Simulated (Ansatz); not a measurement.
# HfMg3: the cost of one run

Method: DFT PBE, scalar-relativistic, plane waves, PAW, in Ansatz 0.2.0.

### 1 The starting structure

It takes space group Pm-3m (No. 221, cubic). The conventional cell has a = 4.435 Å, b = 4.435 Å, c = 4.435 Å, α = 90.00°, β = 90.00°, γ = 90.00°. Hf (site symmetry m-3m) is surrounded by 12 Mg at 3.14 Å. Mg (site symmetry 4/mmm) is surrounded by 4 Hf at 3.14 Å and 8 Mg at 3.14 Å.

Structure file:

```cif
data_structure
_symmetry_space_group_name_H-M 'P 1'
_symmetry_Int_Tables_number 1
_cell_length_a 4.4352
_cell_length_b 4.4352
_cell_length_c 4.4352
_cell_angle_alpha 90.000
_cell_angle_beta 90.000
_cell_angle_gamma 90.000
_cell_volume 87.24
loop_
_atom_site_label
_atom_site_type_symbol
_atom_site_fract_x
_atom_site_fract_y
_atom_site_fract_z
_atom_site_occupancy
Hf1 Hf 0.00000 0.00000 0.00000 1
Mg1 Mg 0.00000 0.50000 0.50000 1
Mg2 Mg 0.50000 0.50000 0.00000 1
Mg3 Mg 0.50000 0.00000 0.50000 1
```

An earlier run at PBE left this cell at 21.811 Å³/atom and 0.00 GPa (8×8×8 mesh).

The changes: atom 3 (Mg) moved 0.08 Å along z; atom 4 (Mg) moved 0.12 Å along x; strain e1 = +0.01, atoms carried along; strain e6 = -0.01, atoms carried along; all atoms moved at random (σ = 0.03 Å), cell strained at random (1 %); all atoms moved at random (σ = 0.03 Å), cell strained at random (1 %).

### 2 Atom 3 (Mg) moved 0.08 Å along z

input.yaml reads:

```yaml
crystal:
  lattice:
    - [4.4351854621, 0.0, 0.0]
    - [0.0, 4.4351854621, 0.0]
    - [0.0, 0.0, 4.4351854621]
  atoms:
    - { symbol: Hf, position: [0.0, 0.0, 0.0] }
    - { symbol: Mg, position: [0.0, 0.5, 0.5] }
    - { symbol: Mg, position: [0.5, 0.5, 0.0180375772] }
    - { symbol: Mg, position: [0.5, 0.0, 0.5] }
basis:
  ecutwfc: 420
  ecutrho_ratio: 4
kpoints:
  mp_grid: { grid: [8, 8, 8] }
hamiltonian:
  xc: pbe
scf:
  occupations: { method: gaussian, width: 0.05 }
output:
  forces: true
  stress: true
  eigenvalues: true
  write_density: true
  write_potential: true
  elf: true
  volumetric_format: npy
```

On the command line:

```console
$ ansatz run input.yaml --threads 2 --pin off --max-ram 2662MiB --backend cpu --events-out ev --progress --plain --runs-dir out
```

Q: Estimate wall time and peak memory on 2 threads of Arm Neoverse V2, shared host.

About 11 s, with a peak of 0.43 GiB.
